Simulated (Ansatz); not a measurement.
## C2H4O2S, SMILES SC1OCO1: energies of removing a hydrogen, step by step

Program: Ansatz's Python interface.

Interactive session:
```pycon
>>> import ansatz as az
>>> def energy_of(molecule, charge=0, unpaired=0):
...     calc = molecule.calculation().basis(gaussian='cc-pVDZ').functional('hf')
...     if charge:
...         calc = calc.charge(charge)
...     if unpaired:
...         calc = calc.spin('collinear', total=unpaired)
...     return calc.run(threads=1, backend='cpu').report['free_energy_ev']
...
>>> def without(molecule, index):
...     rest = az.Crystal.molecule()
...     for i, site in enumerate(molecule.cartesian_sites):
...         if i != index:
...             rest = rest.atom(site.symbol, site.position_ang)
...     return rest
...
>>> geometry_ang = [
...     ('S', (-1.3617, 1.5152, -0.1059)),
...     ('C', (-0.7632, -0.1349, -0.0062)),
...     ('O', (0.0238, -0.5031, -1.1323)),
...     ('C', (1.2921, -0.4644, -0.2928)),
...     ('O', (0.3874, -0.2406, 0.8287)),
...     ('H', (-1.6813, 1.7232, 1.184)),
...     ('H', (-1.4806, -0.894, 0.2316)),
...     ('H', (1.775, -1.4176, -0.2501)),
...     ('H', (1.897, 0.3699, -0.4742)),
... ]
>>> molecule = az.Crystal.molecule()
>>> for symbol, xyz in geometry_ang:
...     molecule = molecule.atom(symbol, xyz)
...
>>> whole = energy_of(molecule, 0)
>>> hydrogen = energy_of(az.Crystal.molecule().atom('H', (0, 0, 0)), 0, 1)
>>> print(f'E(molecule) = {whole:.5f} eV, E(H) = {hydrogen:.5f} eV')
E(molecule) = -17014.07304 eV, E(H) = -13.58606 eV
>>> for index in [5, 6, 8]:
...     radical = energy_of(without(molecule, index), 0, 1)
...     print(f'H{index}: homolysis {23.060548 * (radical + hydrogen - whole):.1f} kcal/mol')
...
H5: homolysis 64.8 kcal/mol
H6: homolysis 81.9 kcal/mol
H8: homolysis 87.6 kcal/mol
```

Caveats:
- Total energies depend on the basis set; only differences at equal settings carry meaning.
- The geometry is a force-field or estimated start, not a minimum of this method, and the basis set is short of its limit. All parts are taken at fixed geometry, without zero-point energy.
- Hartree-Fock leaves correlation out, so bond, atomisation and ionisation energies come out well too low.
- The whole script took 10 s on 1 thread of Arm Neoverse V1 (shared host), peak memory 0.27 GiB.
